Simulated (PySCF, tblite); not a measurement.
**GaH₅O₆Ti, a small molecule taken as a stand-in for a surface group (gallium hydroxide): NMR shifts, core binding energies and electronic excitations**

Wanted: the NMR shifts, core binding energies and electronic excitations for `[OH][Ga]([OH])[O][Ti]([OH])([OH])[OH]`.

Computed with tblite 0.8.0 and PySCF 2.14.0; each step states its level. No surroundings beyond the atoms listed, unless a continuum is named. Atoms count from 0, parts from 1.

### 1 The system as given

13 atoms, charge 0, multiplicity 1; geometry: distance geometry start.

### 2 Geometry optimisation with GFN2-xTB

What the job is given:

```
{"job": {"kind": "relax", "xc": "GFN2-xTB", "basis": "xTB"}, "charge": 0, "multiplicity": 1}
O     -0.857990     1.581554    -3.266568
Ga    -0.643626     2.037191    -1.451959
O     -2.218451     2.094755    -0.419809
O      0.858283     1.287750    -0.613893
Ti     0.891884    -0.447505     0.254617
O      0.489456    -0.276274     2.135352
O     -0.432448    -1.639221    -0.572221
O      2.669996    -1.238590     0.030656
H     -0.347655     0.926569    -3.758082
H     -2.371353     1.621852     0.382829
H     -0.114959     0.389181     2.520329
H     -1.121778    -1.331435    -1.169355
H      3.289339    -1.026796    -0.676696
```

With the program's defaults for keys left out, this is: GFN2-xTB geometry optimisation, gas phase.

On the command line:

```sh
$ OMP_NUM_THREADS=1 python cluster_run.py task.json out
```

The driver reads the jobs from task.json and runs them one after another.

What it wrote:

```text
step      E/eV     max force
  0    -814.70829    2.196
  1    -814.99623    1.868
  2    -815.89555    2.292
  3    -816.21168    2.196
  4    -816.38688    1.083
  5    -816.42076    0.548
  6    -816.43785    0.526
  7    -816.49007    0.530
  8    -816.51491    0.595
  9    -816.55250    0.641
 10    -816.57895    0.712
 11    -816.62328    0.859
 12    -816.69046    1.496
 13    -816.79833    1.629
 14    -816.94150    1.523
 15    -816.99595    1.873
 16    -817.07647    0.961
 17    -817.09798    0.300
 18    -817.10811    0.286
 19    -817.11855    0.281
 20    -817.13426    0.370
 21    -817.15333    0.388
 22    -817.16755    0.345
 23    -817.17365    0.199
 24    -817.17672    0.167
 25    -817.17953    0.178
 26    -817.18311    0.249
 27    -817.18778    0.268
 28    -817.19272    0.225
 29    -817.19711    0.236
 30    -817.20068    0.164
 31    -817.20345    0.129
 32    -817.20522    0.121
 33    -817.20659    0.183
 34    -817.20835    0.178
 35    -817.21203    0.251
 36    -817.21740    0.279
 37    -817.22064    0.176
 38    -817.22268    0.117
 39    -817.22385    0.094
 40    -817.22513    0.163
 41    -817.22681    0.171
 42    -817.22862    0.109
 43    -817.22998    0.109
 44    -817.23107    0.114
 45    -817.23267    0.114
 46    -817.23450    0.121
 47    -817.23605    0.133
 48    -817.23763    0.121
 49    -817.23905    0.095
 50    -817.24067    0.125
 51    -817.24299    0.152
 52    -817.24623    0.203
 53    -817.24990    0.167
 54    -817.25144    0.334
 55    -817.25390    0.156
 56    -817.25501    0.092
 57    -817.25608    0.110
 58    -817.25726    0.111
 59    -817.25898    0.106
 60    -817.26032    0.082
 61    -817.26096    0.127
 62    -817.26129    0.084
 63    -817.26176    0.056
 64    -817.26254    0.083
 65    -817.26381    0.098
 66    -817.26483    0.115
 67    -817.26578    0.053
 68    -817.26614    0.050
 69    -817.26659    0.054
 70    -817.26700    0.049
 71    -817.26763    0.077
 72    -817.26826    0.075
 73    -817.26877    0.047
 74    -817.26902    0.030
 75    -817.26914    0.028
 76    -817.26925    0.026
 77    -817.26936    0.028
 78    -817.26949    0.031
 79    -817.26963    0.034
 80    -817.26983    0.042
 81    -817.27011    0.045
 82    -817.27043    0.055
 83    -817.27068    0.048
 84    -817.27084    0.050
 85    -817.27098    0.055
 86    -817.27115    0.049
 87    -817.27139    0.037
 88    -817.27162    0.046
 89    -817.27179    0.030
 90    -817.27187    0.028
 91    -817.27193    0.024
 92    -817.27201    0.020
 93    -817.27210    0.041
 94    -817.27220    0.025
 95    -817.27227    0.029
 96    -817.27231    0.021
 97    -817.27234    0.015
 98    -817.27237    0.020
 99    -817.27241    0.018
100    -817.27244    0.014
101    -817.27248    0.016
102    -817.27254    0.020
103    -817.27260    0.022
104    -817.27265    0.019
105    -817.27268    0.014
106    -817.27271    0.014
107    -817.27274    0.011
108    -817.27276    0.009
109    -817.27278    0.009
110    -817.27281    0.012
111    -817.27283    0.014
112    -817.27285    0.015
113    -817.27289    0.018
114    -817.27292    0.017
115    -817.27296    0.015
116    -817.27299    0.013
117    -817.27301    0.015
118    -817.27303    0.018
119    -817.27307    0.018
120    -817.27310    0.015
121    -817.27313    0.014
122    -817.27316    0.013
123    -817.27319    0.014
124    -817.27324    0.017
125    -817.27330    0.019
126    -817.27335    0.019
127    -817.27338    0.015
128    -817.27340    0.009
129    -817.27341    0.008
130    -817.27342    0.009
131    -817.27343    0.012
132    -817.27345    0.012
133    -817.27347    0.012
134    -817.27351    0.023
135    -817.27358    0.035
136    -817.27369    0.041
137    -817.27382    0.036
138    -817.27392    0.045
139    -817.27396    0.030
140    -817.27400    0.011
141    -817.27401    0.016
142    -817.27403    0.018
143    -817.27404    0.012
144    -817.27406    0.009
145    -817.27407    0.010
146    -817.27408    0.012
147    -817.27410    0.016
148    -817.27412    0.019
149    -817.27419    0.034
150    -817.27430    0.072
151    -817.27415    0.176
152    -817.27339    0.367
153    -817.27479    0.107
154    -817.27525    0.055
155    -817.27513    0.225
156    -817.27574    0.082
157    -817.27602    0.054
158    -817.27642    0.087
159    -817.27669    0.134
160    -817.27694    0.055
161    -817.27713    0.033
162    -817.27731    0.068
163    -817.27733    0.082
164    -817.27752    0.044
165    -817.27763    0.042
166    -817.27785    0.058
167    -817.27802    0.050
168    -817.27823    0.041
169    -817.27859    0.042
170    -817.27929    0.050
171    -817.27960    0.180
172    -817.27943    0.150
173    -817.28056    0.153
174    -817.28002    0.194
175    -817.28142    0.047
176    -817.28164    0.059
177    -817.28197    0.125
178    -817.28225    0.051
179    -817.28238    0.034
180    -817.28269    0.047
181    -817.28283    0.049
182    -817.28299    0.035
183    -817.28309    0.028
184    -817.28324    0.030
185    -817.28338    0.046
186    -817.28340    0.048
187    -817.28356    0.038
188    -817.28364    0.046
189    -817.28387    0.045
190    -817.28397    0.040
191    -817.28409    0.029
192    -817.28417    0.023
193    -817.28422    0.023
194    -817.28426    0.019
195    -817.28429    0.021
196    -817.28432    0.013
197    -817.28435    0.011
198    -817.28437    0.012
199    -817.28439    0.011
200    -817.28441    0.010
201    -817.28441    0.010
202    -817.28472    0.017
203    -817.28474    0.002
```

It took 2.9 s on 1 thread of Arm Neoverse V1, shared host.

Relaxation path:

| step | energy from step 0 (eV) | largest force (eV/Å) |
| --- | --- | --- |
| 0 | 0.0000 | 2.1962 |
| 8 | -1.8066 | 0.5954 |
| 16 | -2.3682 | 0.9608 |
| 24 | -2.4684 | 0.1668 |
| 32 | -2.4969 | 0.1208 |
| 40 | -2.5168 | 0.1634 |
| 48 | -2.5293 | 0.1209 |
| 56 | -2.5467 | 0.0923 |
| 64 | -2.5542 | 0.0833 |
| 72 | -2.5600 | 0.0745 |
| 80 | -2.5615 | 0.0414 |
| 88 | -2.5633 | 0.0461 |
| 96 | -2.5640 | 0.0209 |
| 104 | -2.5644 | 0.0198 |
| 112 | -2.5646 | 0.0158 |
| 120 | -2.5648 | 0.0157 |
| 128 | -2.5651 | 0.0090 |
| 136 | -2.5654 | 0.0411 |
| 144 | -2.5658 | 0.0093 |
| 152 | -2.5651 | 0.3674 |
| 160 | -2.5686 | 0.0543 |
| 168 | -2.5699 | 0.0403 |
| 176 | -2.5734 | 0.0593 |
| 184 | -2.5749 | 0.0296 |
| 192 | -2.5759 | 0.0234 |
| 200 | -2.5761 | 0.0105 |
| 203 | -2.5765 | 0.0022 |

Distances of close pairs at the start and the end, largest changes first:

| bond | before (Å) | after (Å) | change (Å) |
| --- | --- | --- | --- |
| Ga1–O6 | 3.786 | 2.191 | -1.595 |
| Ga1–Ti4 | 3.383 | 2.669 | -0.714 |
| Ti4–O7 | 1.959 | 1.710 | -0.249 |
| Ti4–O5 | 1.931 | 1.717 | -0.214 |
| O3–Ti4 | 1.941 | 1.728 | -0.213 |
| O0–Ga1 | 1.883 | 1.744 | -0.139 |
| Ga1–O2 | 1.884 | 1.752 | -0.132 |
| Ti4–O6 | 1.964 | 1.838 | -0.126 |

### 3 Relaxing the molecule at PBE0-D3(BJ)/def2-SVP

What the job is given:

```
{"job": {"xc": "PBE0", "basis": "def2-SVP", "d3": "d3bj", "grid": 2, "kind": "geom", "shake": 0.01}, "charge": 0, "multiplicity": 1}
O     -0.617100     0.934115    -2.665256
Ga    -0.817821     0.922093    -0.936308
O     -2.383591     1.386420    -0.271839
O      0.711330     1.129304     0.142267
Ti     0.744825    -0.520007     0.672927
O      0.389675    -0.697392     2.350927
O     -0.624253    -1.175399    -0.333837
O      2.280294    -1.201664     0.302790
H      0.205194     0.699055    -3.018943
H     -2.363238     1.822560     0.601207
H      0.844412    -0.842993     3.195035
H     -1.448985    -1.534815     0.031617
H      3.089467    -0.938649    -0.063183
```

What it wrote:

```text
step   0  E = -3227.35107651  max force = 0.045980
step   1  E = -3227.36292371  max force = 0.023139
step   2  E = -3227.36600528  max force = 0.007700
step   3  E = -3227.36653669  max force = 0.005594
step   4  E = -3227.36712181  max force = 0.005065
step   5  E = -3227.36740283  max force = 0.004088
step   6  E = -3227.36764161  max force = 0.001166
step   7  E = -3227.36773497  max force = 0.001375
step   8  E = -3227.36780395  max force = 0.002099
step   9  E = -3227.36787764  max force = 0.001917
step  10  E = -3227.36795866  max force = 0.001180
step  11  E = -3227.36802862  max force = 0.001452
step  12  E = -3227.36807748  max force = 0.001023
step  13  E = -3227.36811219  max force = 0.000781
step  14  E = -3227.36814868  max force = 0.000947
step  15  E = -3227.36819108  max force = 0.001168
step  16  E = -3227.36822125  max force = 0.001085
step  17  E = -3227.36823713  max force = 0.000616
step  18  E = -3227.36824376  max force = 0.000517
step  19  E = -3227.36824790  max force = 0.000752
step  20  E = -3227.36825054  max force = 0.001028
step  21  E = -3227.36825977  max force = 0.000730
step  22  E = -3227.36826519  max force = 0.000376
optimisation converged
```

Run time: 10 min. Hardware: 1 thread of Arm Neoverse V1, shared host; peak memory 0.89 GiB.

Relaxation path:

| step | energy from step 0 (eV) | largest force component (eV/Å) |
| --- | --- | --- |
| 0 | 0.0000 | 2.3644 |
| 1 | -0.3224 | 1.1899 |
| 2 | -0.4062 | 0.3960 |
| 3 | -0.4207 | 0.2877 |
| 4 | -0.4366 | 0.2605 |
| 5 | -0.4443 | 0.2102 |
| 6 | -0.4508 | 0.0600 |
| 7 | -0.4533 | 0.0707 |
| 8 | -0.4552 | 0.1079 |
| 9 | -0.4572 | 0.0986 |
| 10 | -0.4594 | 0.0607 |
| 11 | -0.4613 | 0.0747 |
| 12 | -0.4626 | 0.0526 |
| 13 | -0.4636 | 0.0402 |
| 14 | -0.4646 | 0.0487 |
| 15 | -0.4657 | 0.0601 |
| 16 | -0.4665 | 0.0558 |
| 17 | -0.4670 | 0.0317 |
| 18 | -0.4671 | 0.0266 |
| 19 | -0.4673 | 0.0387 |
| 20 | -0.4673 | 0.0529 |
| 21 | -0.4676 | 0.0375 |
| 22 | -0.4677 | 0.0193 |

Distances of close pairs at the start and the end, largest changes first:

| bond | before (Å) | after (Å) | change (Å) |
| --- | --- | --- | --- |
| Ga1–O6 | 2.191 | 2.030 | -0.161 |
| Ga1–Ti4 | 2.667 | 2.810 | +0.143 |
| Ti4–O6 | 1.821 | 1.938 | +0.116 |
| Ti4–O5 | 1.724 | 1.785 | +0.061 |
| Ti4–O7 | 1.720 | 1.781 | +0.061 |
| O0–Ga1 | 1.741 | 1.779 | +0.039 |
| O0–H8 | 0.925 | 0.962 | +0.036 |
| O7–H12 | 0.926 | 0.962 | +0.035 |

The next job starts from the end point, and lists it.

| at the end point | value |
| --- | --- |
| point group (found at 0.08 Å tolerance) | C1 |
| rotational constants (GHz, main isotopes) | 2.264, 0.767, 0.659 |
| dipole moment (D) | 5.19 |

### 4 Nuclear shieldings: PBE0/pcSseg-1

What the job is given:

```
{"job": {"kind": "nmr", "xc": "PBE0", "basis": "pcSseg-1"}, "charge": 0, "multiplicity": 1}
O     -0.472740     0.839015    -2.807086
Ga    -0.855029     0.821587    -1.069546
O     -2.411004     1.454609    -0.476096
O      0.626730     1.087887     0.111843
Ti     0.754298    -0.458324     0.844999
O      0.253983    -0.453445     2.558503
O     -0.651852    -1.063192    -0.343340
O      2.321833    -1.261717     0.583087
H      0.454301     0.656376    -2.985897
H     -2.312693     1.919499     0.361045
H      0.607440    -0.901846     3.332295
H     -1.410366    -1.632975    -0.180792
H      3.105480    -1.024868     0.078521
```

Method: GIAO PBE0/pcSseg-1 NMR shielding, non-relativistic, gas phase.

What it wrote:

```text
coarse grid: 58312 points
cycle   1  E = -3226.9467278159  dE =  4.549e-01  |g| = 2.221e+00  |ddm| = 3.976e+00
cycle   2  E = -3210.7106099756  dE =  1.624e+01  |g| = 1.024e+01  |ddm| = 4.577e+00
cycle   3  E = -3227.1819219246  dE = -1.647e+01  |g| = 1.843e+00  |ddm| = 3.919e+00
cycle   4  E = -3227.6303784078  dE = -4.485e-01  |g| = 7.557e-01  |ddm| = 1.422e+00
cycle   5  E = -3227.7183904721  dE = -8.801e-02  |g| = 2.449e-01  |ddm| = 4.006e-01
cycle   6  E = -3227.7284165278  dE = -1.003e-02  |g| = 8.545e-02  |ddm| = 1.747e-01
cycle   7  E = -3227.7295792115  dE = -1.163e-03  |g| = 3.906e-02  |ddm| = 5.333e-02
cycle   8  E = -3227.7298210709  dE = -2.419e-04  |g| = 5.617e-03  |ddm| = 2.005e-02
cycle   9  E = -3227.7298252347  dE = -4.164e-06  |g| = 2.367e-03  |ddm| = 3.946e-03
final grid: 120656 points
cycle  10  E = -3227.7300574371  dE =  2.135e-06  |g| = 4.241e-03  |ddm| = 4.241e-03
cycle  11  E = -3227.7300446685  dE =  1.277e-05  |g| = 9.339e-03  |ddm| = 7.646e-03
cycle  12  E = -3227.7300598035  dE = -1.514e-05  |g| = 2.148e-03  |ddm| = 5.681e-03
cycle  13  E = -3227.7300605915  dE = -7.880e-07  |g| = 2.344e-04  |ddm| = 1.172e-03
cycle  14  E = -3227.7300605986  dE = -7.112e-09  |g| = 3.784e-05  |ddm| = 1.232e-04
cycle  15  E = -3227.7300605988  dE = -2.365e-10  |g| = 1.520e-05  |ddm| = 2.976e-05
converged SCF energy = -3227.7300605988

GIAO shielding tensors (ppm)
atom      isotropic    diamagn.    paramagn.     s11        s22        s33       span
  0 O      334.665     393.375     -58.710    305.054    323.574    375.367     70.313
  1 Ga    1609.380    2640.505   -1031.126   1326.625   1489.208   2012.306    685.681
  2 O      330.320     393.110     -62.790    304.999    325.590    360.371     55.371
  3 O     -342.717     406.956    -749.672   -662.349   -606.427    240.625    902.974
  4 Ti    -235.773    1608.397   -1844.170   -484.911   -205.150    -17.258    467.653
  5 O       -3.128     395.769    -398.896   -384.409     79.817    295.208    679.617
  6 O      212.690     396.913    -184.223     96.619    264.216    277.234    180.615
  7 O        5.511     397.983    -392.472   -373.354     71.521    318.364    691.718
  8 H       31.174      32.802      -1.628     21.869     24.730     46.923     25.054
  9 H       30.785      32.144      -1.359     21.836     24.239     46.279     24.443
 10 H       23.668      30.839      -7.171     16.297     24.881     29.826     13.529
 11 H       27.849      32.060      -4.211     22.102     24.930     36.515     14.412
 12 H       23.673      32.628      -8.955     15.414     24.605     30.999     15.585
```

Run time: 52 s. Hardware: 1 thread of Arm Neoverse V1, shared host; peak memory 1.1 GiB.

The references, computed at this level on geometries of the same kind, shield at (ppm): ¹H TMS 31.27, ¹⁷O H2O 334.6, ⁷¹Ga GaH4- 1710. Their shielding less the atom's gives the shift. The references are single molecules in the gas phase, so shifts against H2O, NH3, PH3, H3PO4 or CFCl3 are not on the usual liquid scales and can be off by tens of ppm. Shifts against hydride references such as AlH4− lie on their own scale.

| atoms | environment | σ (ppm) | δ (ppm) |
| --- | --- | --- | --- |
| H10 | hydrogen on an oxygen bonded to Ti | 23.67 | 7.60 |
| H12 | hydrogen on an oxygen bonded to Ti | 23.67 | 7.59 |
| H11 | hydrogen on an oxygen bonded to Ga, Ti | 27.85 | 3.42 |
| H9 | hydrogen on an oxygen bonded to Ga | 30.78 | 0.48 |
| H8 | hydrogen on an oxygen bonded to Ga | 31.17 | 0.09 |
| O3 | oxygen bonded to Ga, Ti | -342.7 | 677.3 |
| O5 | oxygen bonded to Ti, H | -3.1 | 337.7 |
| O7 | oxygen bonded to Ti, H | 5.5 | 329.1 |
| O6 | oxygen bonded to Ga, Ti, H | 212.7 | 121.9 |
| O2 | oxygen bonded to Ga, H | 330.3 | 4.2 |
| O0 | oxygen bonded to Ga, H | 334.7 | -0.1 |
| Ga1 |  | 1609 | 101 |
| Ti4 |  | -236 | – |

Charges from the same density, by scheme (e):

| atoms | Mulliken | IAO | Hirshfeld | ESP fit |
| --- | --- | --- | --- | --- |
| O0 | -0.63 | -0.76 | -0.37 | -0.73 |
| Ga1 | 1.27 | 1.13 | 0.58 | 1.15 |
| O2 | -0.64 | -0.77 | -0.38 | -0.76 |
| O3 | -0.77 | -0.68 | -0.39 | -0.73 |
| Ti4 | 1.51 | 1.48 | 0.70 | 1.41 |
| O5 | -0.64 | -0.74 | -0.35 | -0.82 |
| O6 | -0.75 | -0.75 | -0.30 | -0.87 |
| O7 | -0.63 | -0.73 | -0.35 | -0.79 |

Mayer bond orders: O0–Ga1 0.96, Ga1–O2 0.95, Ga1–O3 0.47, O3–Ti4 1.35, Ti4–O5 0.97, Ti4–O6 0.54, Ti4–O7 0.98, Ga1–O6 0.29.

[end of part 1 of 2]
